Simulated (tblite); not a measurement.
# H34Si22: the cost of one run

Computed with tblite 0.8.0 and PySCF 2.14.0 and routines of our own; the level stands in each step. Atoms count from 0.

## 1. The system as given

56 atoms, charge 0, multiplicity 1; geometry from: force field, distance geometry or constructed start.

## 2. Relaxing the molecule with GFN2-xTB

What the job is given:

```
{"job": {"kind": "relax", "xc": "GFN2-xTB", "basis": "xTB"}, "charge": 0, "multiplicity": 1}
Si    -4.795500     0.552500     2.742000
Si    -4.803600     0.556900     0.385000
Si    -4.795200     2.769200    -0.390900
Si     2.879500     0.558700    -3.533700
Si     4.799400    -0.555500    -0.388500
Si     4.797100    -0.554800    -2.746200
Si     0.960200    -0.552600    -0.395200
Si     0.963500    -0.551600    -2.742100
Si     0.962800    -2.773600    -3.527900
Si     2.877400    -3.880900    -0.390300
Si     2.878100    -3.881300    -2.745700
Si    -2.882700    -0.556300    -0.391900
Si     2.876800     0.555000     0.396900
Si     4.802600    -2.772100     0.389200
Si    -0.962300     0.559400     2.743800
Si    -0.962000     0.554900     0.398200
Si     0.960500    -2.769600     0.392800
Si    -2.881300    -0.557700     3.526500
Si    -0.960700     2.773300    -0.389400
Si    -2.877400     3.881000     2.746300
Si    -2.882500     3.883900     0.393400
Si    -0.961000     2.773000     3.527300
H     -5.972700    -0.119900     3.230200
H     -5.144100     1.791000     3.388800
H     -5.975600    -0.121900    -0.087200
H     -4.806500     2.770600    -1.829400
H     -5.975400     3.452600     0.087400
H      2.879600     0.554900    -4.966300
H      2.880800     1.912300    -3.049500
H      5.977200     0.124900     0.091500
H      5.979700     0.125100    -3.224700
H      5.138000    -1.794000    -3.390100
H     -0.216700     0.124600    -3.225500
H      0.962200    -2.772800    -4.963800
H     -0.214500    -3.448500    -3.050800
H      2.880700    -5.235500     0.085200
H      4.123900    -3.553500    -3.394400
H      2.881100    -5.235200    -3.226200
H     -2.879100    -0.558200    -1.832000
H     -2.885000    -1.908500     0.089300
H      2.880100     0.552000     1.835700
H      2.886100     1.906300    -0.084400
H      5.981000    -3.449300    -0.091700
H      4.803000    -2.772000     1.830100
H      0.212000    -0.122800     3.226000
H     -0.217600    -3.448700    -0.091500
H      0.962500    -2.771400     1.831300
H     -2.880500    -0.551700     4.969800
H     -2.878600    -1.911500     3.047700
H     -0.958200     2.772200    -1.829900
H      0.214800     3.443000     0.091200
H     -4.118100     3.554900     3.390000
H     -2.880600     5.237300     3.223700
H     -2.883600     5.236100    -0.091100
H      0.216400     3.449400     3.049000
H     -0.960600     2.774500     4.968100
```

The run is started by

```bash
$ OMP_NUM_THREADS=4 python large_run.py task.json out
```

This one command runs all jobs of the session in turn.

Q: Estimate the wall time and peak memory of this first job on 4 threads of Arm Neoverse N1, shared host.

About 15 s, with a peak of 0.17 GiB.
